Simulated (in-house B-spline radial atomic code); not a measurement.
# Excited states and polarisability of Ho⁵⁷⁺ by several methods

Aim: excitation energies, oscillator strengths, polarisability and C6 of Ho⁵⁷⁺ by linear response on several mean fields, with the cost of each.

The numbers are computed with in-house B-spline radial atomic code version 1 (linear response of a closed shell, each method with its own adiabatic kernel; non-relativistic; B-spline basis; no spin-orbit coupling, no double excitations; only terms of natural parity, (−1)^L, with L up to 3 are computed), except any that are marked as measured or tabulated.

## 1. The system

```
element       : holmium (Z = 67)
charge        : +57
configuration : [He] 2s2 2p6
runs          : TDHF; PBE; CAM-B3LYP; OLYP; ωB97X
```

The outer shells:

Ho⁵⁷⁺
```
[He] core
2s [↑↓]
2p [↑↓][↑↓][↑↓]
```

Rows of excitations, here in order of energy, give L, multiplicity, 0 for full response or 1 for Tamm-Dancoff, hole, particle, weight of that channel, energy (hartree) and multipole strength; threshold is minus the highest occupied level of the method. polarisability lists the dipole (1), quadrupole (2) and octupole (3) values; f_sum adds the dipole strengths of the shells that respond, at most the outer three principal shells; real and imaginary give α at real and imaginary frequencies.

## 2. TDHF

Settings, as recorded:

```ini
Z = 67
electrons = 10.0
configuration = [He] 2s2 2p6
hamiltonian = nr
method = hf
box_radius = 2.38
intervals = 49
```

The run is started by

```
$ python run_td.py task.json out
```

The settings of every run stand in task.json; they run in order.

Results of the run (chosen fields of its result record, rounded):

```text
status: converged
c6 [hartree bohr^6]: 1.522903e-06
f_sum: 9.97096
imaginary [hartree, bohr^3]:
  u: [0.0, 13.3, 30.9, 53.0, 88.3, 133.0, 199.0, 309.0, 442.0, 663.0, 1100.0, 2210.0]
  alpha: [8.2559e-05, 8.23822e-05, 8.1614e-05, 7.98442e-05, 7.54698e-05, 6.81585e-05, 5.63421e-05, 3.95403e-05, 2.62111e-05, 1.46892e-05, 6.35085e-06, 1.79409e-06]
real [hartree, bohr^3]: {"omega": [25.7, 64.2, 103.0, 141.0, 180.0, 205.0, 231.0], "alpha": [8.32267e-05, 8.69265e-05, 9.4923e-05, 0.000109623, 0.000139858, 0.000179657, 0.000278676]}
excitations:
  - [1, 3, 0, "2p", "3s", 0.998, 256.438, 0.0]
  - [1, 3, 1, "2p", "3s", 0.998, 256.44, 0.0]
  - [1, 1, 0, "2p", "3s", 0.997, 256.811, 0.19599]
  - [1, 1, 1, "2p", "3s", 0.997, 256.812, 0.19506]
  - [0, 3, 0, "2p", "3p", 0.983, 259.627, 0.0]
  - [0, 3, 1, "2p", "3p", 0.983, 259.631, 0.0]
  - [2, 3, 0, "2p", "3p", 0.999, 260.338, 0.0]
  - [2, 3, 1, "2p", "3p", 0.999, 260.341, 0.0]
  - [2, 1, 0, "2p", "3p", 0.999, 260.667, 0.012091]
  - [2, 1, 1, "2p", "3p", 0.999, 260.668, 0.012069]
  - [0, 1, 0, "2p", "3p", 0.997, 263.258, 0.0]
  - [0, 1, 1, "2p", "3p", 0.997, 263.295, 0.0]
  - [1, 3, 0, "2p", "3d", 0.993, 265.141, 0.0]
  - [1, 3, 1, "2p", "3d", 0.993, 265.142, 0.0]
  - "... 82 more rows left out ..."
polarisability [au]: {"1": 8.255904e-05, "2": 1.046628e-06, "3": 1.871066e-08}
threshold [hartree]: 455.9457
highest [hartree]: ["2p", -455.9457]
lowest_empty [hartree]: -194.1404
responding_from_n: 1
orbital_gaps [hartree]: {"2p-3s": 261.8053, "2p-3p": 266.1163, "2p-3d": 271.9693, "2p-4f": 354.2691}
```

Run time: 0.2 s. Hardware: 1 thread of Arm Neoverse N1, shared host; peak memory 0.14 GiB.

The first dipole-allowed state is 2p→3s ¹P, 6988.2 eV (f = 0.196). Without spin-orbit coupling the levels of so heavy an atom are a model. α = 8.256e-05 bohr³.

The states in eV; those that feel the box are left out:

| state | weight | full (eV) | Tamm-Dancoff (eV) | f |
| --- | --- | --- | --- | --- |
| 2p→3s ³P | 1.00 | 6978.0 | 6978.1 | - |
| 2p→3s ¹P | 1.00 | 6988.2 | 6988.2 | 0.196 |
| 2p→3p ³S | 0.98 | 7064.8 | 7064.9 | - |
| 2p→3p ³D | 1.00 | 7084.2 | 7084.2 | - |
| 2p→3p ¹D | 1.00 | 7093.1 | 7093.1 | - |
| 2p→3p ¹S | 1.00 | 7163.6 | 7164.6 | - |
| 2p→3d ³P | 0.99 | 7214.8 | 7214.9 | - |
| 2p→3d ³F | 1.00 | 7224.4 | 7224.5 | - |
| 2p→3d ¹F | 1.00 | 7236.7 | 7236.7 | - |
| 2p→3d ¹P | 0.99 | 7289.4 | 7290.1 | 3.93 |
| 2s→3s ³S | 0.98 | 7332.5 | 7332.5 | - |
| 2s→3s ¹S | 1.00 | 7352.4 | 7352.7 | - |
| 2s→3p ³P | 0.99 | 7439.6 | 7439.7 | - |
| 2s→3p ¹P | 0.99 | 7447.6 | 7447.7 | 0.461 |

## 3. PBE

The settings differ from step 2 so:

```diff
@@ -4,3 +4,3 @@
 hamiltonian = nr
-method = hf
+method = pbe,pbe
 box_radius = 2.38
```

From the record:

```text
status: converged
c6 [hartree bohr^6]: 1.533047e-06
f_sum: 9.97098
excitations:
  - [1, 3, 0, "2p", "3s", 1.0, 254.507, 0.0]
  - [1, 3, 1, "2p", "3s", 1.0, 254.507, 0.0]
  - [1, 1, 0, "2p", "3s", 0.998, 254.862, 0.15219]
  - [1, 1, 1, "2p", "3s", 0.998, 254.864, 0.15118]
  - [0, 3, 0, "2p", "3p", 0.999, 258.109, 0.0]
  - [0, 3, 1, "2p", "3p", 0.999, 258.111, 0.0]
  - [2, 3, 0, "2p", "3p", 1.0, 258.407, 0.0]
  - [2, 3, 1, "2p", "3p", 1.0, 258.408, 0.0]
  - "... 88 more rows left out ..."
polarisability [au]: {"1": 8.29638e-05, "2": 1.057294e-06, "3": 1.896245e-08}
threshold [hartree]: 450.6198
highest [hartree]: ["2p", -450.6198]
lowest_empty [hartree]: -195.947
orbital_gaps [hartree]: {"2p-3s": 254.6728, "2p-3p": 258.6819, "2p-3d": 264.2269, "2p-4f": 348.0179}
```

Run time: 0.2 s. Hardware: 1 thread of Arm Neoverse N1, shared host; peak memory 0.14 GiB.

Lowest ¹P state: 2p→3s ¹P at 6935.1 eV, oscillator strength 0.152. Without spin-orbit coupling the levels of so heavy an atom are a model. α = 8.296e-05 bohr³.

## 4. CAM-B3LYP

The settings differ from step 3 so:

```diff
@@ -4,3 +4,3 @@
 hamiltonian = nr
-method = pbe,pbe
+method = camb3lyp
 box_radius = 2.38
```

From the record:

```text
status: converged
c6 [hartree bohr^6]: 1.530601e-06
f_sum: 9.97097
excitations:
  - [1, 3, 0, "2p", "3s", 1.0, 254.08, 0.0]
  - [1, 3, 1, "2p", "3s", 1.0, 254.081, 0.0]
  - [1, 1, 0, "2p", "3s", 0.999, 254.601, 0.13851]
  - [1, 1, 1, "2p", "3s", 0.999, 254.604, 0.13748]
  - [0, 3, 0, "2p", "3p", 0.996, 257.713, 0.0]
  - [0, 3, 1, "2p", "3p", 0.996, 257.716, 0.0]
  - [2, 3, 0, "2p", "3p", 1.0, 258.148, 0.0]
  - [2, 3, 1, "2p", "3p", 1.0, 258.149, 0.0]
  - [2, 1, 0, "2p", "3p", 1.0, 258.638, 0.010858]
  - [2, 1, 1, "2p", "3p", 1.0, 258.639, 0.010852]
  - [0, 1, 0, "2p", "3p", 0.943, 261.188, 0.0]
  - [0, 1, 1, "2p", "3p", 0.943, 261.221, 0.0]
  - "... 84 more rows left out ..."
polarisability [au]: {"1": 8.286763e-05, "2": 1.054934e-06, "3": 1.890901e-08}
threshold [hartree]: 451.7708
highest [hartree]: ["2p", -451.7708]
lowest_empty [hartree]: -196.3386
orbital_gaps [hartree]: {"2p-3s": 255.4322, "2p-3p": 259.68, "2p-3d": 265.6309, "2p-4f": 346.943}
```

It took 0.4 s on 1 thread of Arm Neoverse N1, shared host; peak memory 0.14 GiB.

Lowest ¹P state: 2p→3s ¹P at 6928.1 eV, oscillator strength 0.139. Without spin-orbit coupling the levels of so heavy an atom are a model. α = 8.287e-05 bohr³.

## 5. OLYP

The settings differ from step 4 so:

```diff
@@ -4,3 +4,3 @@
 hamiltonian = nr
-method = camb3lyp
+method = optx,lyp
 box_radius = 2.38
```

From the record:

```text
status: converged
c6 [hartree bohr^6]: 1.530121e-06
f_sum: 9.971
excitations:
  - [1, 3, 0, "2p", "3s", 1.0, 253.497, 0.0]
  - [1, 3, 1, "2p", "3s", 1.0, 253.498, 0.0]
  - [1, 1, 0, "2p", "3s", 0.999, 254.049, 0.12232]
  - [1, 1, 1, "2p", "3s", 0.999, 254.052, 0.1213]
  - [0, 3, 0, "2p", "3p", 0.998, 257.292, 0.0]
  - [0, 3, 1, "2p", "3p", 0.999, 257.296, 0.0]
  - [2, 3, 0, "2p", "3p", 1.0, 257.692, 0.0]
  - [2, 3, 1, "2p", "3p", 1.0, 257.693, 0.0]
  - "... 88 more rows left out ..."
polarisability [au]: {"1": 8.284901e-05, "2": 1.054686e-06, "3": 1.890429e-08}
threshold [hartree]: 450.9286
highest [hartree]: ["2p", -450.9286]
lowest_empty [hartree]: -197.2515
orbital_gaps [hartree]: {"2p-3s": 253.6771, "2p-3p": 257.992, "2p-3d": 264.0549, "2p-4f": 345.0999}
```

Run time: 0.2 s. Hardware: 1 thread of Arm Neoverse N1, shared host; peak memory 0.14 GiB.

The first dipole-allowed state is 2p→3s ¹P, 6913.0 eV (f = 0.122). Without spin-orbit coupling the levels of so heavy an atom are a model. α = 8.285e-05 bohr³.

## 6. ωB97X

The settings differ from step 5 so:

```diff
@@ -4,3 +4,3 @@
 hamiltonian = nr
-method = optx,lyp
+method = wb97x
 box_radius = 2.38
```

From the record:

```text
status: converged
c6 [hartree bohr^6]: 1.529157e-06
f_sum: 9.97097
excitations:
  - [1, 3, 0, "2p", "3s", 1.0, 255.214, 0.0]
  - [1, 3, 1, "2p", "3s", 1.0, 255.218, 0.0]
  - [1, 1, 0, "2p", "3s", 0.998, 255.555, 0.16614]
  - [1, 1, 1, "2p", "3s", 0.998, 255.558, 0.16417]
  - [0, 3, 0, "2p", "3p", 0.998, 258.865, 0.0]
  - [0, 3, 1, "2p", "3p", 0.998, 258.875, 0.0]
  - [2, 3, 0, "2p", "3p", 1.0, 259.18, 0.0]
  - [2, 3, 1, "2p", "3p", 1.0, 259.184, 0.0]
  - "... 88 more rows left out ..."
polarisability [au]: {"1": 8.280009e-05, "2": 1.0527e-06, "3": 1.88284e-08}
threshold [hartree]: 451.6685
highest [hartree]: ["2p", -451.6685]
lowest_empty [hartree]: -195.1923
orbital_gaps [hartree]: {"2p-3s": 256.4763, "2p-3p": 260.6661, "2p-3d": 266.2499, "2p-4f": 349.1389}
```

Run time: 0.4 s. Hardware: 1 thread of Arm Neoverse N1, shared host; peak memory 0.14 GiB.

Lowest ¹P state: 2p→3s ¹P at 6954.0 eV, oscillator strength 0.166. Without spin-orbit coupling the levels of so heavy an atom are a model. α = 8.280e-05 bohr³.

## 7. Summary of results

| run | threshold (eV) | 2p→3s ¹P (eV) | 2p→3s ³P, Tamm-Dancoff (eV) | α (bohr³) | C6 (hartree bohr⁶) | time |
| --- | --- | --- | --- | --- | --- | --- |
| TDHF | 12406.9 | 6988.2 | 6978.1 | 8.256e-05 | 1.523e-06 | 0.2 s |
| PBE | 12262.0 | 6935.1 | 6925.5 | 8.296e-05 | 1.533e-06 | 0.2 s |
| CAM-B3LYP | 12293.3 | 6928.1 | 6913.9 | 8.287e-05 | 1.531e-06 | 0.4 s |
| OLYP | 12270.4 | 6913.0 | 6898.0 | 8.285e-05 | 1.530e-06 | 0.2 s |
| ωB97X | 12290.5 | 6954.0 | 6944.8 | 8.280e-05 | 1.529e-06 | 0.4 s |

α runs from 8.26e-05 (TDHF) to 8.30e-05 bohr³ (PBE). The semilocal functionals put the threshold at 12262.0 to 12270.4 eV, under Hartree-Fock's 12406.9 eV, through self-interaction. Relativity is absent, so for an element this heavy the values are those of a model, not of the real ion.
